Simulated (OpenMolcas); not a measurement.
# triplet GeClF at 6 levels

Wanted: a comparison of 6 runs (UHF/3-21G, UBHLYP/def2-TZVP, UBLYP/def2-TZVP, UM06-2X/def2-TZVP, UM06-L/def2-TZVP, USVWN5/def2-TZVP) of triplet GeClF. 

Program for the calculation: OpenMolcas 26.06.

## (1) The system as given

GeClF: 3 atoms, total charge 0, spin state triplet. SMILES of the parent species: `[F][Ge][Cl]`. Geometry: relaxed at PBE0-D4/def2-TZVP. That shape belongs to the parent species and isn't relaxed for this state.

Bond lengths: F1–Ge2 1.748 Å, Ge2–Cl3 2.180 Å. Angles: F1–Ge2–Cl3 98.3°.

## (2) A single-point energy at UHF/3-21G (run 1)

Contents of mol.input:

```
>>> EXPORT MOLCAS_PRINT=2
&GATEWAY
BasLib=$CurrDir
Coord
3
angstrom
F        0.110400       1.418700       0.206200
Ge      -0.762800       0.035600      -0.410300
Cl       0.641600      -1.519100       0.191000
Basis=3-21G
Group=NoSym
&SEWARD
&SCF
UHF
Spin=3
Thresholds=1e-10 1e-07 1e-07 1e-05
PrOrbitals=1 2
```

The basis set 3-21G is read from a file made from the Basis Set Exchange's data (not shown).

Run with:

```
$ export MOLCAS_MEM=1860
$ pymolcas mol.input > mol.log
```

Standard output:

```text
--- Start Module: gateway ---
[...]
--- Stop Module: gateway /rc=_RC_ALL_IS_WELL_ ---
--- Start Module: seward ---
[...]
      Basis functions           44
--- Stop Module: seward /rc=_RC_ALL_IS_WELL_ ---
--- Start Module: scf ---
[...]
       Convergence after  21 Iterations
[...]
::    Total SCF energy                              -2621.5356374898
[...]
      Total spin, S                                     1.0021376743
[...]
      Total electronic charge=   58.000000
      Total            charge=   -0.000000
[...]
      Dipole Moment (debye):
      Origin of the operator (angstrom)=   -0.2491   -0.1840   -0.1543
                   X= -3.7033E+00               Y=  1.2632E-01               Z= -1.9959E+00           Total=  4.2088E+00
      Quadrupole Moment (debye*angstrom):
[...]
--- Stop Module: scf /rc=_RC_ALL_IS_WELL_ ---
[...]
```

Wall time 2.5 s (1 thread of Arm Neoverse V1, shared host); peak memory 0.38 GiB.

## (3) A single-point energy at UBHLYP/def2-TZVP (run 2)

Contents of coord.xyz:

```xyz
3

F      0.110400     1.418700     0.206200
Ge    -0.762800     0.035600    -0.410300
Cl     0.641600    -1.519100     0.191000
```

Contents of test.input:

```
>>> EXPORT MOLCAS_PRINT=2

&gateway
  baslib
  $CurrDir
  coord
  coord.xyz
  basis
  def2-TZVP
  group
  NoSym

&seward
  gridinput
  Grid=UltraFine
  End of Grid

&scf
  uhf
  spin
  3
  ksdft
  HYB_GGA_XC_BHANDHLYP
  thresholds
  1e-10 1e-07 1e-07 1e-05
  prorbitals
  1
```

The basis set def2-TZVP is read from a file made from the Basis Set Exchange's data (not shown).

Run with:

```
$ export MOLCAS_MEM=1860
$ pymolcas test.input > test.log
```

Standard output:

```text
--- Start Module: gateway ---
[...]
--- Stop Module: gateway /rc=_RC_ALL_IS_WELL_ ---
--- Start Module: seward ---
[...]
      Basis functions          116
--- Stop Module: seward /rc=_RC_ALL_IS_WELL_ ---
[...]
--- Start Module: scf ---
[...]
       Convergence after  21 Iterations
[...]
::    Total KS-DFT energy                           -2637.0167773016
[...]
      Total spin, S                                     1.0026187759
[...]
      Dipole Moment (debye):
      Origin of the operator (angstrom)=   -0.2491   -0.1840   -0.1543
                   X= -1.9531E+00               Y= -6.5883E-01               Z= -1.1275E+00           Total=  2.3495E+00
      Quadrupole Moment (debye*angstrom):
[...]
--- Stop Module: scf /rc=_RC_ALL_IS_WELL_ ---
[...]
```

It took 48 s on 1 thread of Arm Neoverse V1, shared host; peak memory 0.71 GiB.

Runs 3 to 4 aren't shown in full; the table further down has their settings and results.

## (4) A single-point energy at UM06-L/def2-TZVP (run 5)

coord.xyz is that of step 3.

Contents of job.input:

```
&GATEWAY
BasLib
$CurrDir
Coord
coord.xyz
Basis
def2-TZVP
Group
NoSym
&SEWARD
GridInput
Grid=UltraFine
End of Grid
&SCF
UHF
Spin
3
KSDFT
M06L
Thresholds
1e-10 1e-07 1e-07 1e-05
PrOrbitals
1
```

The basis set def2-TZVP is read from a file made from the Basis Set Exchange's data (not shown).

Run with:

```
$ export MOLCAS_MEM=1860
$ pymolcas job.input > job.log
```

Standard output:

```text
--- Start Module: gateway ---
[...]
--- Stop Module: gateway /rc=_RC_ALL_IS_WELL_ ---
--- Start Module: seward ---
[...]
      Basis functions          116
--- Stop Module: seward /rc=_RC_ALL_IS_WELL_ ---
[...]
--- Start Module: scf ---
[...]
       Convergence after  23 Iterations
[...]
::    Total KS-DFT energy                           -2636.9869784594
[...]
      Total spin, S                                     1.0010861819
[...]
      Dipole Moment (debye):
      Origin of the operator (angstrom)=   -0.2491   -0.1840   -0.1543
                   X= -1.4465E+00               Y= -4.8667E-01               Z= -8.3493E-01           Total=  1.7396E+00
      Quadrupole Moment (debye*angstrom):
[...]
--- Stop Module: scf /rc=_RC_ALL_IS_WELL_ ---
[...]
```

It took 70 s on 1 thread of Arm Neoverse V1, shared host; peak memory 0.71 GiB.

## (5) The energy at USVWN5/def2-TZVP (run 6)

Contents of mol.input:

```
&GATEWAY
  BASLIB
  $CurrDir
  COORD
  3
  angstrom
  F        0.110400       1.418700       0.206200
  Ge      -0.762800       0.035600      -0.410300
  Cl       0.641600      -1.519100       0.191000
  BASIS
  def2-TZVP
  GROUP
  NoSym

&SEWARD
  GRIDINPUT
  Grid=UltraFine
  End of Grid

&SCF
  UHF
  SPIN
  3
  KSDFT
  SVWN5
  THRESHOLDS
  1e-10 1e-07 1e-07 1e-05
  PRORBITALS
  0
```

The basis set def2-TZVP is read from a file made from the Basis Set Exchange's data (not shown).

Run with:

```
$ export MOLCAS_MEM=1860
$ pymolcas mol.input > mol.log
```

Standard output:

```text
--- Start Module: gateway ---
[...]
--- Stop Module: gateway /rc=_RC_ALL_IS_WELL_ ---
--- Start Module: seward ---
[...]
      Basis functions          116
--- Stop Module: seward /rc=_RC_ALL_IS_WELL_ ---
[...]
--- Start Module: scf ---
[...]
       Convergence after  23 Iterations
[...]
::    Total KS-DFT energy                           -2631.8184980392
[...]
      Total spin, S                                     1.0004398291
[...]
      Total electronic charge=   58.000000
      Total            charge=   -0.000000
[...]
      Dipole Moment (debye):
      Origin of the operator (angstrom)=   -0.2491   -0.1840   -0.1543
                   X= -1.4035E+00               Y= -6.0656E-01               Z= -8.2399E-01           Total=  1.7369E+00
      Quadrupole Moment (debye*angstrom):
[...]
--- Stop Module: scf /rc=_RC_ALL_IS_WELL_ ---
[...]
```

It took 37 s on 1 thread of Arm Neoverse V1, shared host; peak memory 0.71 GiB.

## (6) The series

```
run              level  integration grid   energy (Eh)  dipole moment (D)  HOMO energy (eV)   ⟨S²⟩  wall time
  1          UHF/3-21G                 –  -2621.535637               4.21             -8.26  2.006      2.5 s
  2   UBHLYP/def2-TZVP         UltraFine  -2637.016777               2.35             -6.37  2.008       48 s
  3    UBLYP/def2-TZVP         UltraFine  -2637.129682               1.73             -3.94  2.002       56 s
  4  UM06-2X/def2-TZVP         UltraFine  -2637.038095               2.37             -6.46  2.005       72 s
  5   UM06-L/def2-TZVP         UltraFine  -2636.986978               1.74             -4.30  2.003       70 s
  6   USVWN5/def2-TZVP         UltraFine  -2631.818498               1.74             -4.26  2.001       37 s
```

## (7) Results

| quantity | value |
| --- | --- |
| run 6: total energy | -2631.81850 Eh |
| run 6: dipole moment | 1.74 D |
| run 6: HOMO energy (highest over α and β) | -4.26 eV |
| run 6: ⟨S²⟩ | 2.001 |

**Reading.** The dipole moment (its size) runs from 1.73 D (UBLYP/def2-TZVP) to 4.21 D (UHF/3-21G). The two ends differ in method and basis. Totals of different functionals can't be ranked against each other. All runs together took 4.7 min, the longest 72 s.
